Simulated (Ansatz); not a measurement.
Working through a rigid torsion scan of CH₄BClSSi, SMILES BC(=S)[SiH2]Cl

With the Ansatz DFT code, driven from Python.

Run as a notebook:

**Cell 1**
```python
import ansatz as az
from ase import Atoms
```

**Cell 2**
```python
BASIS_SET = "def2-SVP"
XC = "hf"
FMAX = 0.02
```

**Cell 3**
```python
atoms = Atoms(["B", "C", "S", "Si", "Cl", "H", "H", "H", "H"], positions=[
    (1.6599, 0.2899, -0.1377),
    (0.1203, 0.3785, -0.6339),
    (-0.2989, 1.2944, -1.683),
    (-1.0928, -0.5555, 0.2781),
    (-1.8424, 0.5623, 1.8873),
    (1.9203, -0.3464, 0.7518),
    (2.4692, 0.9898, -0.6766),
    (-0.5556, -1.8108, 0.7676),
    (-2.2916, -0.8484, -0.5707),
])

# relax first, so that the scan starts from a minimum
first = (
    az.Crystal.molecule_from_ase(atoms).calculation()
    .basis(gaussian=BASIS_SET)
    .functional(XC)
    .relax(force_tolerance=FMAX, max_steps=80)
)
atoms.positions = first.run(threads=1, backend="cpu").report["positions_ang"]
```

**Cell 4**
```python
start = atoms.get_dihedral(0, 1, 3, 4)
energies = {}
for turn in range(0, 360, 30):
    turned = atoms.copy()
    turned.set_dihedral(0, 1, 3, 4, start + turn, indices=[3, 4, 7, 8])
    base = az.Crystal.molecule_from_ase(turned).calculation()
    base = base.basis(gaussian=BASIS_SET)
    base = base.functional(XC)
    energies[round((start + turn) % 360)] = base.run(threads=1, backend="cpu").report["free_energy_ev"]
floor = min(energies.values())
print("dihedral B0-C1-Si3-Cl4 (deg)   E - E(min) (eV)")
for angle, e in sorted(energies.items()):
    print(f"{angle:8d} {(e - floor):14.3f}  " + "#" * int(30 * (e - floor) / max(max(energies.values()) - floor, 1e-9)))
```
Output:
```text
dihedral B0-C1-Si3-Cl4 (deg)   E - E(min) (eV)
       2          0.000
      32          0.027  ####
      62          0.065  ##########
      92          0.098  ###############
     122          0.137  #####################
     152          0.176  ###########################
     182          0.193  ##############################
     212          0.172  ##########################
     242          0.132  ####################
     272          0.093  ##############
     302          0.062  #########
     332          0.024  ###
```

The lowest point is at 2° and the highest at 182°, 0.193 eV (18.6 kJ/mol) above it, with the rest of the molecule held.

Notes:
- The settings weren't tested for convergence.
- The scan is rigid and the energies are electronic, in a modest basis. With rigid groups the curve can differ much from the relaxed path, the start wasn't checked as a minimum of this torsion, and equivalent turns needn't return to the same energy.
- Hardware and time: 100 s on 1 thread of Arm Neoverse V1, with other jobs on the host, peak memory 0.28 GiB.
